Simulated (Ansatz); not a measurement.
# BF₃H₅N (built from SMILES F.FBF.N): search for a transition state

Aim: find the saddle point of a ligand exchange through a proton shuttle that is to form B1–N6, H5–F8, H2–H7 and break B1–H2, H5–N6, H7–F8, prove it by its vibrations, and relax downhill on both sides to see what it joins.

The runs use Ansatz 0.2.0, Gaussian basis; PBE0-D4, def2-SVP first, then def2-TZVP.

190 further runs of the same task are left out: 190 set aside as unsound or not needed.

### Step 1. Where the work starts

The guess: 10 atoms, charge 0, spin multiplicity 1.

Atoms are counted from 1 here; the program's logs count them from 0.

Bond lengths: B1–F3 1.336 Å, B1–F4 1.336 Å, B1–N6 1.530 Å, H5–N6 1.192 Å, N6–H9 1.016 Å, N6–H10 1.016 Å. Angles: F3–B1–F4 116.0°, F3–B1–N6 115.0°, F4–B1–N6 115.0°, B1–N6–H5 105.3°, B1–N6–H9 113.1°, B1–N6–H10 113.1°, H5–N6–H9 107.4°, H5–N6–H10 107.4°, H9–N6–H10 110.1°.

Geometry (Å):

```xyz
10

B    -0.62630   -0.17240   -0.71540
H     0.58900    0.66900   -1.16520
F    -0.53870   -1.26020   -1.48630
F    -1.65910    0.63900   -0.96120
H     0.70710    0.15070    0.96940
N    -0.32740   -0.40580    0.76660
H     1.30430    0.94690   -0.63610
F     1.76710    0.81170    0.84680
H    -0.19530   -1.38630    0.99750
H    -1.02070    0.00730    1.38370
```

Distances that are to change: B1–N6 1.53 Å, H5–F8 1.26 Å, H2–H7 0.93 Å, B1–H2 1.55 Å, H5–N6 1.19 Å, H7–F8 1.56 Å.

### Step 2. Relaxing the guess with the reacting distances held

Input file hold/in.yaml:

```yaml
crystal:
  periodic: [false, false, false]
  atoms:
    - {symbol: B, position_ang: [-0.626300, -0.172400, -0.715400]}
    - {symbol: H, position_ang: [0.589000, 0.669000, -1.165200]}
    - {symbol: F, position_ang: [-0.538700, -1.260200, -1.486300]}
    - {symbol: F, position_ang: [-1.659100, 0.639000, -0.961200]}
    - {symbol: H, position_ang: [0.707100, 0.150700, 0.969400]}
    - {symbol: N, position_ang: [-0.327400, -0.405800, 0.766600]}
    - {symbol: H, position_ang: [1.304300, 0.946900, -0.636100]}
    - {symbol: F, position_ang: [1.767100, 0.811700, 0.846800]}
    - {symbol: H, position_ang: [-0.195300, -1.386300, 0.997500]}
    - {symbol: H, position_ang: [-1.020700, 0.007300, 1.383700]}
basis:
  gaussian: {orbitals: def2-SVP}
hamiltonian: {xc: pbe0, dispersion: d4}
relax: {f_tol: 0.04, max_steps: 150, escape_saddle: false, constraints: [{distance: [0, 5]}, {distance: [4, 7]}, {distance: [1, 6]}, {distance: [0, 1]}, {distance: [4, 5]}, {distance: [6, 7]}]}
```

Launch:

```sh
> ansatz run in.yaml --threads 4 --pin off --events-out ev --progress --plain --max-ram 9574MiB
```

The runs that follow: A starting Hessian; Saddle search in the small basis; Saddle search in triple zeta; Checking the order of the point; Relaxing after a step of 0.30 Å one way along the mode; Relaxing after a step of 0.30 Å the other way along the mode.

What does the calculation give? Wanted: imaginary mode; barrier from the start side; barrier from the end side; energy of the step; pairs that change; zero-point energy at the saddle.

The runs gave:

| quantity | value |
| --- | --- |
| imaginary mode | 1128i cm⁻¹ |
| barrier from the start side | 97.5 kJ/mol |
| barrier from the end side | 99.2 kJ/mol |
| energy of the step | -1.7 kJ/mol |
| pairs that change | B1–N6 tightened, H2–H7 formed, H5–F8 formed, B1–H2 broken, H5–N6 broken, H7–F8 broken |
| zero-point energy at the saddle | 1.770 eV |

What this shows: One imaginary mode, 1128i cm⁻¹, makes this a first-order saddle. Going downhill both ways gives the intended start and end. At PBE0-D4/def2-TZVP the electronic barrier is 97.5 kJ/mol, about 39 kT at 298 K, and the step runs 1.7 kJ/mol downhill. With so stiff a mode tunnelling counts: Wigner's rough correction is a factor of 2.2 at 298 K. A step off the saddle overshot and began above it in energy, so the link to its end is likely but not proven. Lower complexes than these ends may exist.
